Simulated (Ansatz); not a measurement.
# CH₄GeN₂: basis-set convergence

How large a basis does CH₄GeN₂ need? Two functionals are run in growing sets.

The runs use Ansatz 0.2.0, Gaussian basis; one geometry, several basis sets.

Plan: PBE0-D4/def2-SVP; ωB97M-V/def2-SVP; PBE0-D4/def2-QZVPP; ωB97M-V/def2-QZVPP; the functionals' def2-TZVPP values are taken from earlier runs.

### Step 1. Structure used throughout

All runs share one geometry, relaxed beforehand with PBE0-D4 in a triple-zeta def2 set.

8 atoms, charge 0, spin multiplicity 1.

Atoms are counted from 1 here; the program's logs count them from 0.

Bond lengths: N1–Ge2 1.814 Å, N1–H5 1.007 Å, N1–H6 1.007 Å, Ge2–H7 1.593 Å, C3–N4 1.147 Å, C3–H8 1.069 Å. Angles: Ge2–N1–H5 122.1°, Ge2–N1–H6 125.2°, H5–N1–H6 112.6°, N1–Ge2–H7 93.7°, N4–C3–H8 179.1°.

As a file:

```
N    -0.76882    1.47197   -0.69980
Ge    0.49585    0.23050   -1.08513
C     0.35078   -2.15540    1.02940
N     0.63037   -1.35403    1.80155
H    -1.72489    1.37242   -0.99971
H    -0.62874    2.28183   -0.11790
H     1.64650    1.00952   -0.30665
H     0.09114   -2.91400    0.32235
```

### Step 2. PBE0-D4 in def2-SVP

in.yaml

```yaml
crystal:
  periodic: [false, false, false]
  atoms:
    - {symbol: N, position_ang: [-0.768822, 1.471969, -0.699803]}
    - {symbol: Ge, position_ang: [0.495852, 0.230497, -1.085135]}
    - {symbol: C, position_ang: [0.350784, -2.155401, 1.029402]}
    - {symbol: N, position_ang: [0.630369, -1.354034, 1.801546]}
    - {symbol: H, position_ang: [-1.724893, 1.372424, -0.999708]}
    - {symbol: H, position_ang: [-0.628737, 2.281826, -0.117903]}
    - {symbol: H, position_ang: [1.646501, 1.009518, -0.306653]}
    - {symbol: H, position_ang: [0.091144, -2.913999, 0.322354]}
basis:
  gaussian: {orbitals: def2-SVP}
hamiltonian: {xc: pbe0, dispersion: d4}
output: {orbitals: {seedname: orbitals}}
```

On the command line:

```
$ ansatz run in.yaml --threads 2 --pin off --events-out ev --progress --plain --max-ram 4352MiB
```

The runs that follow: ωB97M-V in def2-SVP; PBE0-D4 in def2-QZVPP; ωB97M-V in def2-QZVPP.

**Question.** What will the summary of the whole plan be? Wanted: PBE0-D4: double and triple zeta above quadruple; ωB97M-V: double and triple zeta above quadruple.

The runs gave:

| quantity | value |
| --- | --- |
| PBE0-D4: double and triple zeta above quadruple | 13.42, 1.46 eV |
| ωB97M-V: double and triple zeta above quadruple | 13.56, 1.42 eV |

In words: For PBE0-D4 the step from double to triple zeta gains 11.96 eV and the next only 1.46 eV. These are total energies; as a rule much of such shifts cancels in differences, which this series doesn't test.
